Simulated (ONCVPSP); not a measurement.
# Ta: generating and testing an ONCV potential

Task: generate the file, and judge it by its errors in other configurations, its logarithmic derivatives, its ghosts and its cutoff.

Method: ONCVPSP 4.0.1.1 (patched build), PBE, scalar-relativistic.

**1. Settings**

Typed settings, in words:

- element: tantalum (Ta, Z = 73)
- type: optimised norm-conserving Vanderbilt (ONCV)
- frozen core: [Kr] 4d10
- valence charge: 27
- reference configuration: 4f14 5s2 5p6 5d3.5 6s1.5
- partial waves: 5s+6s: rc 1.75 bohr, ncon 3, nbas 7, qcut 5.3 1/bohr, 2 projectors; 5p: rc 2.15 bohr, ncon 4, nbas 7, qcut 7.4 1/bohr, 1 projector; 5d: rc 2.30 bohr, ncon 5, nbas 10, qcut 5.3 1/bohr, 2 projectors, debl 2 Ha; 4f: rc 0.75 bohr, ncon 4, nbas 8, qcut 19.4 1/bohr, 2 projectors, debl 3.4 Ha
- local potential: polynomial inside 0.70 bohr (lpopt 5, dvloc0 2 Ha)
- core correction: Teter function, fcfact 4.5, rcfact 1.3

An earlier all-electron run gives the scale for the radii.

All-electron outer shells of the reference configuration (PBE, scalar-relativistic, ld1.x):

```tsv
shell	level (eV)	outermost node (bohr)	outermost maximum (bohr)
4d	-221.29	0.22	0.46
5s	-72.11	0.54	0.98
5p	-38.57	0.58	1.13
4f	-23.80	–	0.44
6s	-5.18	1.32	2.78
5d	-3.08	0.65	1.60
6p	-1.29	1.60	3.99
```

**2. Generation**

Input file Ta.dat:

```
# ATOM AND REFERENCE CONFIGURATION
# atsym  z   nc   nv     iexc    psfile
  Ta 73.00    9    5        4      upf
#
#   n    l    f
    1    0    2.00
    2    0    2.00
    2    1    6.00
    3    0    2.00
    3    1    6.00
    3    2   10.00
    4    0    2.00
    4    1    6.00
    4    2   10.00
    4    3   14.00
    5    0    2.00
    5    1    6.00
    5    2    3.50
    6    0    1.50
#
# PSEUDOPOTENTIAL AND OPTIMIZATION
# lmax
    3
#
#   l,   rc,      ep,       ncon, nbas, qcut
    0    1.75    0.00    3    7    5.30
    1    2.15    0.00    4    7    7.40
    2    2.30    0.00    5   10    5.30
    3    0.75    0.00    4    8   19.40
#
# LOCAL POTENTIAL
# lloc, lpopt,  rc(5),   dvloc0
    4    5    0.70    2.00
#
# VANDERBILT-KLEINMAN-BYLANDER PROJECTORs
# l, nproj, debl
    0    2    0.50
    1    1    3.30
    2    2    2.00
    3    2    3.40
#
# MODEL CORE CHARGE
# icmod, fcfact, rcfact
    3    4.50    1.30
#
# LOG DERIVATIVE ANALYSIS
# epsh1, epsh2, depsh
   -4.00    5.00    0.02
#
# OUTPUT GRID
# rlmax, drl
    6.00    0.01
#
# TEST CONFIGURATIONS
# ncnf
    4
# nvcnf
#   n    l    f
    5
    4    3   14.00
    5    0    2.00
    5    1    6.00
    5    2    3.00
    6    0    2.00
#
    5
    4    3   14.00
    5    0    2.00
    5    1    6.00
    5    2    3.00
    6    0    1.00
#
    5
    4    3   14.00
    5    0    2.00
    5    1    6.00
    5    2    3.00
    6    0    0.00
#
    5
    4    3   14.00
    5    0    2.00
    5    1    6.00
    5    2    1.00
    6    0    0.00
#
```

On the command line:

```console
$ oncvpsp.x < Ta.dat > Ta.out
```

Q: Predict the outcome of this session. Wanted: cutoffs for 1 and 0.1 mHa per electron, occupied waves; bound ghosts; GHOST(+) flags; largest test error; largest phase difference near zero energy, channels read; rms error of d²Exc/dn², without and with the model core.

As calculated:

| quantity | value |
| --- | --- |
| cutoffs for 1 and 0.1 mHa per electron, occupied waves | 224 Ha and 479 Ha |
| bound ghosts | s at -381.66 eV, p at -159.12 eV |
| GHOST(+) flags | d at 901 eV |
| largest test error (AE − PS) | -7.7 meV, for 4f14 5s2 5p6 5d3 6s0 (1 test unsolved) |
| largest phase difference near zero energy, channels read | 0.048 rad |
| rms error of d²Exc/dn², without and with the model core | 5.14 and 2.73 mHa |

What this shows: It has a bound ghost (s, p), a state that the atom doesn't have, and that rules the file out. The worst unpolarised test, 4f14 5s2 5p6 5d3 6s0, is off by 7.7 meV on 22.5 eV; by total energies transferability rates as good where solved. Atomic tests can pass in spite of a ghost, since they solve only for the levels asked. Of the tests 1 gave no usable energy difference, which is a warning in itself. By its cutoff, 224 Ha for the looser tolerance, it is very hard. At the looser tolerance the 4f wave is the slowest; 5d needs 11 Ha. Of the channels read, p scatters worst near zero energy, by up to 0.05 rad. The program also flags highly localised states, GHOST(+) (d). These are tests on the free atom; a crystal test is still owed.
